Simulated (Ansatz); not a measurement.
# CH8OSi2: molecular dynamics

The plan is to follow the molecule's vibrations and see whether its bonds hold. The start is relaxed first. Runs: 300 steps of 0.5 fs under a Nosé-Hoover thermostat at 300 K. SMILES of the start: C[SiH2]O[SiH3].

Program: Ansatz 0.2.0. Level of theory: RKS PBE0/STO-3G. These are calculated values, not measurements.

### Step 1. Starting point

Bond lengths: Si1–C2 1.870 Å, C2–H3 1.110 Å, C2–H4 1.110 Å, C2–H5 1.110 Å, Si1–O6 1.680 Å, O6–Si7 1.680 Å, Si7–H8 1.460 Å, Si7–H9 1.460 Å, Si7–H10 1.460 Å, Si1–H11 1.459 Å, Si1–H12 1.459 Å. Angles (14 of 19 angles, heavy atoms first): C2–Si1–O6 109.4°, Si1–O6–Si7 125.0°, Si1–C2–H3 109.5°, Si1–C2–H4 109.5°, Si1–C2–H5 109.5°, C2–Si1–H11 109.5°, C2–Si1–H12 109.5°, O6–Si1–H11 109.5°, O6–Si1–H12 109.5°, O6–Si7–H8 109.5°, O6–Si7–H9 109.5°, O6–Si7–H10 109.5°, H3–C2–H4 109.4°, H3–C2–H5 109.4°.

As a file:

```xyz
12

Si    0.0000    0.0000    0.0000
C     0.0000    0.0000    1.8700
H    -0.9996   -0.3092    2.2405
H     0.7676   -0.7111    2.2405
H     0.2320    1.0203    2.2405
O     1.5842    0.0000   -0.5594
Si    2.4906   -1.3762   -0.8866
H     1.6598   -2.3521   -1.5857
H     3.6318   -1.0202   -1.7249
H     2.9691   -1.9538    0.3660
H    -0.6877    1.1914   -0.4862
H    -0.6877   -1.1914   -0.4862
```

### Step 2. Preparing the start

input.yaml

```yaml
crystal:
  periodic: [false, false, false]
  atoms:
    - { symbol: Si, position_ang: [0.0, 0.0, 0.0] }
    - { symbol: C, position_ang: [0.0, 0.0, 1.87] }
    - { symbol: H, position_ang: [-0.9996, -0.3092, 2.2405] }
    - { symbol: H, position_ang: [0.7676, -0.7111, 2.2405] }
    - { symbol: H, position_ang: [0.232, 1.0203, 2.2405] }
    - { symbol: O, position_ang: [1.5842, 0.0, -0.5594] }
    - { symbol: Si, position_ang: [2.4906, -1.3762, -0.8866] }
    - { symbol: H, position_ang: [1.6598, -2.3521, -1.5857] }
    - { symbol: H, position_ang: [3.6318, -1.0202, -1.7249] }
    - { symbol: H, position_ang: [2.9691, -1.9538, 0.366] }
    - { symbol: H, position_ang: [-0.6877, 1.1914, -0.4862] }
    - { symbol: H, position_ang: [-0.6877, -1.1914, -0.4862] }
basis:
  gaussian: { orbitals: STO-3G }
hamiltonian:
  xc: pbe0
relax:
  f_tol: 0.02
  max_steps: 40
```

Launch:

```bash
$ ansatz run input.yaml --threads 1 --pin off --max-ram 2048MiB --backend cpu --events-out ev --progress --plain --runs-dir out
```

Output (excerpt; [...] marks lines left out):

```text
Warning: RAYON_NUM_THREADS=1 ignored (pool sized by the plan → 1); use --threads N
[...]
Functional definition: PBE0
[...]
487 factors; integrals over basis functions are off by at most 1.4e-5 eV
[...]
mean field -18737.19580611 eV, -688.5792453470 hartree, gradient 6.9e-5 eV, S^2 0.000000; 0 other end points of the search recorded, 0 dependent functions left out
[...]
reference -18737.19582387 eV, -688.5792459997 hartree; 25, 25 occupied and 11, 11 virtual orbitals, 487 factors
relax step   1: F+E_penalty+E_count = -18737.19580611 eV  Δ(F+E_penalty+E_count) = +0.000e0 eV  max|allowed force component| = 7.229e-1 eV/Å  Δτ_max = 0.0000 Å  (20 SCF iters, accepted)
[...]
relax step   3: F+E_penalty+E_count = -18737.30286397 eV  Δ(F+E_penalty+E_count) = -1.354e-2 eV  max|allowed force component| = 2.379e-1 eV/Å  Δτ_max = 0.0487 Å  (24 SCF iters, accepted)
[...]
relax step   5: F+E_penalty+E_count = -18737.32630241 eV  Δ(F+E_penalty+E_count) = -3.430e-3 eV  max|allowed force component| = 1.745e-1 eV/Å  Δτ_max = 0.1180 Å  (24 SCF iters, accepted)
[...]
relax step   7: F+E_penalty+E_count = -18737.33229161 eV  Δ(F+E_penalty+E_count) = -2.314e-3 eV  max|allowed force component| = 1.181e-2 eV/Å  Δτ_max = 0.0598 Å  (24 SCF iters, accepted)
[...]
relax step   9: F+E_penalty+E_count = -18737.33342262 eV  Δ(F+E_penalty+E_count) = -4.521e-4 eV  max|allowed force component| = 2.929e-2 eV/Å  Δτ_max = 0.0176 Å  (24 SCF iters, accepted)
[...]
487 factors; integrals over basis functions are off by at most 2.5e-5 eV
mean field -18737.33390019 eV, -688.5843202108 hartree, gradient 2.2e-5 eV, S^2 0.000000; 1 other end points of the search recorded, 0 dependent functions left out
[...]
reference -18737.33391782 eV, -688.5843208589 hartree; 25, 25 occupied and 11, 11 virtual orbitals, 487 factors
Total energy: -18737.33391782 eV, -688.5843208589 hartree
Atom 0 at    -0.054117    -0.006348    -0.080696 Å, force     0.000058     0.001641    -0.007953 eV/Å
Atom 1 at     0.101050    -0.117444     1.782198 Å, force     0.002778    -0.002135    -0.000123 eV/Å
Atom 2 at    -0.889377    -0.061891     2.244091 Å, force     0.002477    -0.000661     0.003191 eV/Å
Atom 3 at     0.562531    -1.056058     2.102559 Å, force    -0.002626     0.007768    -0.001965 eV/Å
Atom 4 at     0.700832     0.704194     2.184583 Å, force    -0.005701    -0.005541    -0.000639 eV/Å
Atom 5 at     1.445075     0.094572    -0.868557 Å, force    -0.000770     0.000038     0.004292 eV/Å
Atom 6 at     2.436937    -1.280860    -0.795257 Å, force     0.007967    -0.011113    -0.007013 eV/Å
Atom 7 at     1.780723    -2.454208    -1.340074 Å, force     0.006170     0.011386     0.011128 eV/Å
Atom 8 at     3.609622    -0.982960    -1.583674 Å, force    -0.010925    -0.004218     0.010887 eV/Å
Atom 9 at     2.848017    -1.597509     0.559051 Å, force    -0.003848     0.003693    -0.017045 eV/Å
Atom 10 at    -0.760768     1.204431    -0.431016 Å, force     0.002279     0.000248     0.003194 eV/Å
Atom 11 at    -0.820426    -1.148220    -0.544708 Å, force     0.002141    -0.001108     0.002047 eV/Å
Dipole moment:    -0.050590    -0.122576     0.109853 e Å
```

Wall time 35 s (1 thread of Intel Xeon Platinum 8175M at 2.50GHz (Skylake/Cascade Lake), shared host); peak memory 0.14 GiB.

Step by step:

```tsv
step	energy from step 1 (eV)	largest force component (eV/Å)
1	0.0000	0.7229
2	-0.0935	0.3696
3	-0.1071	0.2379
4	-0.1271	0.1016
5	-0.1305	0.1745
6	-0.1342	0.1018
7	-0.1365	0.0118
8	-0.1372	0.0818
9	-0.1376	0.0293
10	-0.1379	0.0076
11	-0.1381	0.0170
```

Step 1 is the start.

After: Bond lengths: Si1–C2 1.873 Å, C2–H3 1.094 Å, C2–H4 1.094 Å, C2–H5 1.094 Å, Si1–O6 1.697 Å, O6–Si7 1.697 Å, Si7–H8 1.451 Å, Si7–H9 1.444 Å, Si7–H10 1.450 Å, Si1–H11 1.445 Å, Si1–H12 1.451 Å. Angles (14 of 19 angles, heavy atoms first): C2–Si1–O6 113.1°, Si1–O6–Si7 116.6°, Si1–C2–H3 110.0°, Si1–C2–H4 112.2°, Si1–C2–H5 111.5°, C2–Si1–H11 109.4°, C2–Si1–H12 108.4°, O6–Si1–H11 105.6°, O6–Si1–H12 111.4°, O6–Si7–H8 112.0°, O6–Si7–H9 106.5°, O6–Si7–H10 112.5°, H3–C2–H4 107.6°, H3–C2–H5 107.6°.

### Step 3. The run

300 steps of 0.5 fs under a Nosé-Hoover thermostat at 300 K, from the relaxed start. H is given a mass of 2.014 u.

input.yaml

```yaml
crystal:
  periodic: [false, false, false]
  atoms:
    - { symbol: Si, position_ang: [-0.054117, -0.006348, -0.080696] }
    - { symbol: C, position_ang: [0.10105, -0.117444, 1.782198] }
    - { symbol: H, position_ang: [-0.889377, -0.061891, 2.244091] }
    - { symbol: H, position_ang: [0.562531, -1.056058, 2.102559] }
    - { symbol: H, position_ang: [0.700832, 0.704194, 2.184583] }
    - { symbol: O, position_ang: [1.445075, 0.094572, -0.868557] }
    - { symbol: Si, position_ang: [2.436937, -1.28086, -0.795257] }
    - { symbol: H, position_ang: [1.780723, -2.454208, -1.340074] }
    - { symbol: H, position_ang: [3.609622, -0.98296, -1.583674] }
    - { symbol: H, position_ang: [2.848017, -1.597509, 0.559051] }
    - { symbol: H, position_ang: [-0.760768, 1.204431, -0.431016] }
    - { symbol: H, position_ang: [-0.820426, -1.14822, -0.544708] }
basis:
  gaussian: { orbitals: STO-3G }
hamiltonian:
  xc: pbe0
md:
  timestep: 0.5
  n_steps: 300
  ensemble: nvt_nose_hoover
  temperature: 300.0
  initial_velocities: maxwell_boltzmann
  seed: 919903
  masses: [{ species: H, mass: 2.014 }]
```

Launch:

```bash
$ ansatz run input.yaml --threads 1 --pin off --max-ram 2048MiB --backend cpu --events-out ev --progress --plain --runs-dir out
```

Output (excerpt; [...] marks lines left out):

```text
Warning: RAYON_NUM_THREADS=1 ignored (pool sized by the plan → 1); use --threads N
[...]
Functional definition: PBE0
[...]
490 factors; integrals over basis functions are off by at most 1.1e-5 eV
[...]
mean field -18737.33392236 eV, -688.5843210258 hartree, gradient 4.9e-5 eV, S^2 0.000000; 0 other end points of the search recorded, 0 dependent functions left out
[...]
reference -18737.33393996 eV, -688.5843216723 hartree; 25, 25 occupied and 11, 11 virtual orbitals, 490 factors
md step     0: t =     0.00 fs  T =   300.0 K  F+E_penalty+E_count = -18737.33392236 eV  E_kin = 0.387780 eV  conserved = -18736.94614237 eV  (20 SCF iters)
[...]
md step    20: t =    10.00 fs  T =   155.2 K  F+E_penalty+E_count = -18737.14532136 eV  E_kin = 0.200595 eV  conserved = -18736.94548232 eV  (20 SCF iters)
[...]
md step    40: t =    20.00 fs  T =   155.2 K  F+E_penalty+E_count = -18737.14175724 eV  E_kin = 0.200657 eV  conserved = -18736.94480485 eV  (21 SCF iters)
[...]
md step    60: t =    30.00 fs  T =    66.1 K  F+E_penalty+E_count = -18737.02070273 eV  E_kin = 0.085420 eV  conserved = -18736.94409283 eV  (21 SCF iters)
[...]
md step    79: t =    39.50 fs  T =    96.7 K  F+E_penalty+E_count = -18737.05491015 eV  E_kin = 0.124935 eV  conserved = -18736.94441180 eV  (20 SCF iters)
md step    80: t =    40.00 fs  T =   117.1 K  F+E_penalty+E_count = -18737.08125749 eV  E_kin = 0.151370 eV  conserved = -18736.94460639 eV  (19 SCF iters)
```

### Step 4. More of the same log: dynamics from the start

The log, continued (excerpt; [...] marks lines left out):

```text
md step    81: t =    40.50 fs  T =   142.3 K  F+E_penalty+E_count = -18737.11376019 eV  E_kin = 0.183986 eV  conserved = -18736.94484094 eV  (19 SCF iters)
[...]
md step   107: t =    53.50 fs  T =   162.6 K  F+E_penalty+E_count = -18737.12618129 eV  E_kin = 0.210138 eV  conserved = -18736.94505146 eV  (20 SCF iters)
[...]
md step   133: t =    66.50 fs  T =   153.4 K  F+E_penalty+E_count = -18737.09839667 eV  E_kin = 0.198293 eV  conserved = -18736.94485481 eV  (19 SCF iters)
[...]
md step   159: t =    79.50 fs  T =   202.7 K  F+E_penalty+E_count = -18737.14124466 eV  E_kin = 0.261982 eV  conserved = -18736.94498903 eV  (20 SCF iters)
[...]
md step   184: t =    92.00 fs  T =   112.4 K  F+E_penalty+E_count = -18737.00213162 eV  E_kin = 0.145288 eV  conserved = -18736.94435885 eV  (20 SCF iters)
md step   185: t =    92.50 fs  T =   137.8 K  F+E_penalty+E_count = -18737.03459513 eV  E_kin = 0.178135 eV  conserved = -18736.94462228 eV  (20 SCF iters)
```

### Step 5. The log goes on: dynamics from the start

Output, continued (excerpt; [...] marks lines left out):

```text
md step   186: t =    93.00 fs  T =   165.5 K  F+E_penalty+E_count = -18737.06985368 eV  E_kin = 0.213893 eV  conserved = -18736.94490853 eV  (20 SCF iters)
[...]
md step   206: t =   103.00 fs  T =   293.5 K  F+E_penalty+E_count = -18737.21741225 eV  E_kin = 0.379395 eV  conserved = -18736.94572209 eV  (25 SCF iters)
[...]
md step   226: t =   113.00 fs  T =   240.3 K  F+E_penalty+E_count = -18737.12647950 eV  E_kin = 0.310631 eV  conserved = -18736.94522790 eV  (25 SCF iters)
[...]
md step   246: t =   123.00 fs  T =   183.8 K  F+E_penalty+E_count = -18737.03571862 eV  E_kin = 0.237598 eV  conserved = -18736.94432766 eV  (20 SCF iters)
[...]
md step   298: t =   149.00 fs  T =   151.4 K  F+E_penalty+E_count = -18736.95400013 eV  E_kin = 0.195717 eV  conserved = -18736.94383119 eV  (20 SCF iters)
[...]
Atom 2 at    -0.779523    -0.023850     2.360621 Å, force     0.317576    -0.114175    -0.458608 eV/Å
Atom 3 at     0.491682    -1.224026     1.894670 Å, force    -0.375449     0.725875     0.370837 eV/Å
Atom 4 at     0.910693     0.482142     2.109931 Å, force    -0.029928     0.114655     0.054797 eV/Å
Atom 5 at     1.437045     0.100185    -0.918383 Å, force    -0.669089     0.068714     0.737798 eV/Å
Atom 6 at     2.442114    -1.259176    -0.734565 Å, force    -0.937602    -1.335569    -0.409353 eV/Å
Atom 7 at     1.707677    -2.563203    -0.932787 Å, force     0.589654     1.187919     0.240858 eV/Å
Atom 8 at     3.429322    -1.155403    -1.755971 Å, force     0.341379     0.078754    -0.433241 eV/Å
Atom 9 at     3.164004    -1.356847     0.504841 Å, force    -0.069316     0.128764     0.410449 eV/Å
Atom 10 at    -0.727083     1.173278    -0.361267 Å, force    -1.421222     2.793338    -0.637163 eV/Å
Atom 11 at    -0.864240    -1.091344    -0.779963 Å, force     0.683084     1.044895     1.173853 eV/Å
Dipole moment:    -0.097635    -0.071652     0.212979 e Å
```

Run time: 14 min. Hardware: 1 thread of Intel Xeon Platinum 8175M at 2.50GHz (Skylake/Cascade Lake), shared host; peak memory 0.12 GiB.

### Step 6. The trajectory

The trajectory, every 16 steps (energies from step 0):

```tsv
time (fs)	T (K)	potential energy change (meV/atom)	conserved energy change (meV/atom)
0.0	300	0.0	0.00
8.0	182	12.8	0.05
16.0	192	11.8	0.05
24.0	182	13.2	0.09
32.0	118	20.5	0.11
40.0	117	21.1	0.13
48.0	91	24.5	0.16
56.0	86	25.8	0.16
64.0	106	24.5	0.16
72.0	77	28.6	0.17
80.0	180	18.6	0.12
88.0	186	19.3	0.10
96.0	209	17.8	0.06
104.0	279	11.6	0.06
112.0	277	13.1	0.05
120.0	271	14.8	0.06
128.0	279	15.2	0.08
136.0	270	17.1	0.08
144.0	240	21.4	0.12
150.0	124	34.7	0.22
```

time (fs), T (K) and a bar:
```
      0.0        300 #############################
      6.5        138 ##########
     13.0         51 
     19.5        177 ###############
     26.0        242 ######################
     32.5        147 ###########
     39.0         83 ####
     45.5        155 ############
     52.0        216 ###################
     58.5        180 ###############
     65.0         94 #####
     71.5        102 ######
     78.5        241 ######################
     85.0        258 ########################
     91.5         92 #####
     98.0        104 ######
    104.5        258 ########################
    111.0        277 ###########################
    117.5        156 ############
    124.0        153 ############
    130.5        252 ########################
    137.0        306 ##############################
    143.5        210 ###################
    150.0        124 #########
```

Maxima of the velocity power spectrum (cm⁻¹, relative height; resolution about 440 cm⁻¹): 720 (53), 1950 (100).

### Step 7. Snapshots as a file

Extended XYZ, with forces in eV/Å:

```xyz
12
time_fs=19.0 T=199 dE=0.1350
Si   -0.070   -0.008   -0.084    0.451    2.341   -0.023
C     0.124   -0.142    1.758    0.076    0.196   -0.231
H    -0.860   -0.096    2.214   -0.275   -0.229    0.313
H     0.644   -1.044    2.064   -0.064   -0.315    0.193
H     0.686    0.705    2.135    0.264    0.305    0.190
O     1.438    0.074   -0.874   -0.633    0.050   -0.110
Si    2.438   -1.277   -0.785    1.086    0.090    0.420
H     1.841   -2.477   -1.304   -0.184   -0.258   -0.136
H     3.627   -0.945   -1.581   -0.482   -0.201    0.366
H     2.832   -1.543    0.610   -0.070    0.023   -0.574
H    -0.666    1.339   -0.367    0.302   -1.279    0.137
H    -0.939   -1.046   -0.494   -0.472   -0.723   -0.546
12
time_fs=37.5 T=96 dE=0.2783
Si   -0.076    0.025   -0.093   -0.323    2.631    0.610
C     0.146   -0.147    1.785   -0.174   -0.615    0.381
H    -0.830   -0.205    2.314    0.473    0.198   -0.411
H     0.678   -1.089    2.049   -0.229    0.623   -0.236
H     0.720    0.692    2.229   -0.333   -0.395   -0.397
O     1.388    0.045   -0.911    1.019   -0.005   -0.131
Si    2.451   -1.282   -0.765    0.913    0.673    0.401
H     1.851   -2.472   -1.287   -0.190   -0.436   -0.160
H     3.664   -0.964   -1.555   -0.831   -0.127    0.426
H     2.904   -1.575    0.620   -0.397    0.250   -0.766
H    -0.801    1.335   -0.405    1.071   -1.455    0.440
H    -0.862   -0.962   -0.694   -0.998   -1.342   -0.155
12
time_fs=56.0 T=86 dE=0.3093
Si   -0.078    0.039   -0.082    0.782    2.707   -0.257
C     0.137   -0.186    1.748    0.301    0.677    0.093
H    -0.811   -0.249    2.275   -0.326    0.105   -0.008
H     0.681   -1.093    1.976    0.323   -0.361    0.099
H     0.694    0.662    2.147    0.082   -0.032    0.353
O     1.412    0.045   -0.947   -0.928    0.190    0.393
Si    2.444   -1.279   -0.754    1.305    0.386    0.516
H     1.883   -2.505   -1.239   -0.219   -0.378   -0.149
H     3.630   -0.931   -1.578   -0.704   -0.338    0.636
H     2.842   -1.507    0.670   -0.207    0.179   -1.042
H    -0.710    1.411   -0.384    0.722   -1.958    0.343
H    -0.893   -1.036   -0.410   -1.131   -1.178   -0.975
12
time_fs=75.0 T=139 dE=0.2651
Si   -0.050    0.016   -0.089   -0.618    3.166    0.294
C     0.179   -0.175    1.763   -0.415   -0.549   -0.351
H    -0.840   -0.218    2.151   -0.030   -0.248    0.430
H     0.692   -1.119    1.976   -0.231    0.011    0.207
H     0.697    0.607    2.313    0.194    0.362   -0.334
O     1.378    0.051   -0.949    0.756   -0.177   -0.556
Si    2.425   -1.264   -0.751    1.346    0.017    0.891
H     1.858   -2.527   -1.179   -0.088    0.012   -0.031
H     3.659   -1.004   -1.517   -0.780   -0.066    0.267
H     2.839   -1.406    0.682   -0.366    0.019   -1.084
H    -0.716    1.348   -0.400    0.824   -1.379    0.477
H    -0.971   -0.927   -0.578   -0.592   -1.167   -0.210
12
time_fs=94.0 T=214 dE=0.2034
Si   -0.058    0.040   -0.093    0.067   -0.005    0.224
C     0.133   -0.230    1.776    0.660    0.885    0.238
H    -0.810   -0.206    2.362    0.417    0.058   -0.666
H     0.687   -1.133    2.085   -0.245    0.211   -0.377
H     0.748    0.641    2.098   -0.424   -0.605    0.287
O     1.396    0.061   -1.008   -0.166    0.166    0.678
Si    2.435   -1.262   -0.732   -0.107   -0.458    0.335
H     1.764   -2.511   -1.130    0.351    0.392    0.157
H     3.586   -1.029   -1.593   -0.163   -0.120    0.304
H     2.839   -1.419    0.695   -0.143    0.175   -0.993
H    -0.676    1.365   -0.279    0.188   -0.760   -0.053
H    -0.838   -1.057   -0.613   -0.434    0.061   -0.134
12
time_fs=112.5 T=263 dE=0.1767
Si   -0.054    0.016   -0.084   -0.255   -0.100   -0.803
C     0.181   -0.182    1.738   -0.675   -1.391   -0.451
H    -0.815   -0.196    2.152   -0.562    0.351    0.540
H     0.557   -1.180    1.939    0.491   -0.141    0.264
H     0.777    0.550    2.242    0.533    0.660    0.281
O     1.403    0.090   -0.966   -0.030   -0.351    0.061
Si    2.421   -1.258   -0.735    0.106   -0.965    0.528
H     1.778   -2.566   -1.055    0.312    0.937    0.213
H     3.575   -1.105   -1.581   -0.011    0.126   -0.231
H     2.949   -1.351    0.643   -0.406    0.063   -0.590
H    -0.723    1.248   -0.322   -0.142    0.656   -0.139
H    -0.994   -1.005   -0.587    0.639    0.155    0.329
12
time_fs=131.0 T=222 dE=0.2616
Si   -0.062    0.044   -0.120   -0.040   -3.456    1.371
C     0.158   -0.236    1.749    0.255    1.758    0.055
H    -0.794   -0.073    2.272    0.063   -0.401   -0.123
H     0.578   -1.204    2.017   -0.202   -0.292   -0.122
H     0.841    0.527    2.179   -0.238   -0.405   -0.286
O     1.407    0.074   -0.908    0.456    0.213   -0.608
Si    2.433   -1.255   -0.740   -1.094   -1.130    0.525
H     1.695   -2.549   -0.972    0.726    1.064    0.142
H     3.469   -1.090   -1.711    0.385   -0.020   -0.179
H     2.948   -1.284    0.627    0.141   -0.111   -0.375
H    -0.674    1.241   -0.428   -1.003    1.630   -0.301
H    -0.893   -1.152   -0.501    0.550    1.152   -0.101
12
time_fs=150.0 T=124 dE=0.4162
Si   -0.086    0.023   -0.086    1.261   -3.432   -1.494
C     0.124   -0.182    1.744    0.310   -1.261    0.444
H    -0.779   -0.024    2.361    0.318   -0.114   -0.459
H     0.492   -1.224    1.895   -0.375    0.726    0.371
H     0.911    0.482    2.110   -0.030    0.115    0.055
O     1.437    0.100   -0.918   -0.669    0.069    0.738
Si    2.442   -1.259   -0.735   -0.938   -1.336   -0.409
H     1.708   -2.563   -0.933    0.590    1.188    0.241
H     3.429   -1.155   -1.756    0.341    0.079   -0.433
H     3.164   -1.357    0.505   -0.069    0.129    0.410
H    -0.727    1.173   -0.361   -1.421    2.793   -0.637
H    -0.864   -1.091   -0.780    0.683    1.045    1.174
```

### Step 8. Results

| quantity | value |
| --- | --- |
| relaxation of the start | 10 moves, 0.138 eV lower |
| length | 300 steps of 0.5 fs |
| temperature, first and last step | 300 and 124 K |
| temperature, second half | mean 202 K, from 78 to 309 K |
| potential energy, second half | +21 meV/atom from the start |
| largest change of the conserved energy | 0.22 meV/atom |
| bonds formed or broken | 0 |

**Reading.** Against a set 300 K the second half averages 202 K with a spread of 60 K; 21 meV/atom has gone into potential energy, and a thermostat that acts over some 100 fs has not made it up in 150 fs. The conserved energy strays from its start by at most 0.22 meV/atom, 1.1 % of the mean kinetic energy, so a step of 0.5 fs is short enough over this time. The bonding pattern survives the run. Averages from a run of 150 fs with 12 atoms are rough. The nuclei move classically, without zero-point motion, which matters most for hydrogen. In so small a basis the energies are only a sketch.
